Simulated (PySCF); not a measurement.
# A diatomic session: AlBr+

The task here is to estimate one member of a computed series from the others.

Method: Al pcseg-1, Br pcseg-1, no relativity; program: PySCF 2.14.0.

The first run:

The job is set up so:

```
atoms                         : Al, Br
charge                        : 1
basis                         : Al pcseg-1, Br pcseg-1
Hamiltonian                   : no relativity
basis functions               : 45
electrons treated             : 47
masses in u                   : 26.9815, 78.9183
levels                        : PBE0, PBE, r²SCAN, TPSSh, PW91, M06, LC-ωPBE, HF, MP2, SCS-MP2, CCSD, CCSD(T)
grid                          : 80 radial by 434 angular points
occupations                   : held fixed by the projection of orbital angular momentum
dissociation limit            : Al+ + Br, each in its ground configuration
starting distance in angstrom : 2.410
values of 2S to try           : 1, 3
```

The run is started by

```bash
> OMP_NUM_THREADS=1 python dia.py task.json out
```

Steps of the session up to this table: The job; PBE0 along the bond; Higher solutions at PBE0; PBE; r²SCAN (meta-GGA); TPSSh; PW91 (GGA); M06; LC-ωPBE; UHF (mean field); MP2 and coupled cluster.

One of the session's tables, all rows but one given; the rest of the session is left out.

Energy (eV) from each level's lowest point:

| R (Å) | UHF | UHF-MP2 | UHF-SCS-MP2 | UHF-CCSD | UHF-CCSD(T) |
| --- | --- | --- | --- | --- | --- |
| 1.897 | 1.105 | 1.174 | 1.183 | n/a | n/a |
| 1.985 | 0.457 | 0.501 | 0.509 | 0.520 | 0.531 |
| 2.074 | 0.120 | 0.142 | 0.149 | 0.157 | 0.164 |
| 2.140 | 0.014 | 0.023 | 0.027 | 0.033 | 0.036 |
| 2.206 | 0.000 | 0.000 | 0.000 | 0.000 | 0.000 |
| 2.272 | 0.053 | 0.048 | 0.043 | 0.034 | 0.032 |
| 2.360 | ? | ? | ? | ? | ? |
| 2.471 | 0.424 | 0.457 | 0.423 | 0.351 | 0.349 |
| 2.603 | 0.687 | 0.822 | 0.756 | 0.603 | 0.614 |
| 2.780 | 0.911 | 1.195 | 1.080 | n/a | n/a |

Estimate the missing values for R (Å) = 2.360.

Worked estimate for «UHF». A straight line through the neighbours (2.272, 0.053) and (2.471, 0.424) gives 0.053 + (0.424 − 0.053) × (2.360 − 2.272) / (2.471 − 2.272) = 0.217; a parabola fitted to 4 rows on both sides gives 0.210.

The run gave: UHF: 0.194; UHF-MP2: 0.192; UHF-SCS-MP2: 0.177; UHF-CCSD: 0.149; UHF-CCSD(T): 0.145. In «UHF» the line misses by +0.023 and the parabola by +0.016.

To keep in mind: Lowest PBE0 solution found, without spin–orbit coupling: ²Σ⁺ (doublet), unpaired electrons σ ↑. Warnings in the runs' records: inverted.
